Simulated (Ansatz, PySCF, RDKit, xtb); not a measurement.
# Isomers of C5H5B, a sample narrowed down

Which of a sample of isomers of C5H5B is the most stable in the gas at 298.15 K, and what are its properties? The sample is small against all isomers, and the most stable one of this formula need not be in it.

The funnel: GFN2-xTB relaxations, single points with a density functional, relaxations at PBE-D3(BJ)/def2-SVP, harmonic vibrations, and a last energy at a higher level. All values are calculated.

## 1. Drawing up candidates

Isomers were taken from a list of plausible structures; this is a sample, not all of them. That gives 3 candidates.

```tsv
label	SMILES	spin
c132	BC#CCC#C	singlet
c602	BCC#CC#C	singlet
c893	BC(C#C)C#C	singlet
```

Candidates are built by distance geometry, with a force field where one applies, in up to four conformers (letters a to d).

**Question.** With final energies at CCSD(T)/def2-SVP + MP2/def2-TZVPP - MP2/def2-SVP, which structure will this search put lowest in free energy, and by what margin?

| quantity | value |
| --- | --- |
| lowest structure found | BC#CCC#C, singlet, Cs |
| next finalist | BCC#CC#C, singlet, 3.2 kcal/mol higher in G |
| share at equilibrium, among the finalists | 99.6 % |
| harmonic wavenumbers, lowest and highest (PBE-D3(BJ)/def2-SVP) | 84 and 3409 cm⁻¹ |
| rotational constants, same geometry | 0.4368, 0.05127, 0.04628 cm⁻¹ |
| dipole moment (PBE0/def2-SVPD) | 1.76 D |
| HOMO energy (PBE0/def2-SVPD) | -7.72 eV |
| LUMO energy (PBE0/def2-SVPD) | -2.24 eV |
| HOMO–LUMO gap (PBE0/def2-SVPD) | 5.48 eV |
| lowest excitation (TD-PBE0/def2-SVPD) | 3.71 eV (f = 0.000) |
| strongest of the states computed, same level | 4.95 eV (f = 0.086) |
| lowest triplet excitation, same level, Tamm-Dancoff | 3.34 eV |
| vertical ionisation energy | 9.65 eV |
| vertical electron affinity | 0.45 eV |
| vertical triplet less singlet | +3.38 eV |

The search ends on `BC#CCC#C`. The margin of 3.2 kcal/mol over the next finalist is beyond the usual error of the last level; it says nothing of structures that weren't ranked. GFN2-xTB, HF/STO-3G, HF/def2-SVP and MP2/def2-SVP already put its bonding pattern lowest among the structures in one piece; r2SCAN-D4/def2-SVP and PBE-D3(BJ)/def2-SVP favour the singlet BCC#CC#C. Lowest found is not proven lowest: the search is finite, and each finalist counts with one conformer. Only 3 drawn patterns were tried, so whole families of isomers are missing, and the result ranks this sample alone. The lowest isomer need not be the one that is made and kept in a bottle, which depends on barriers.
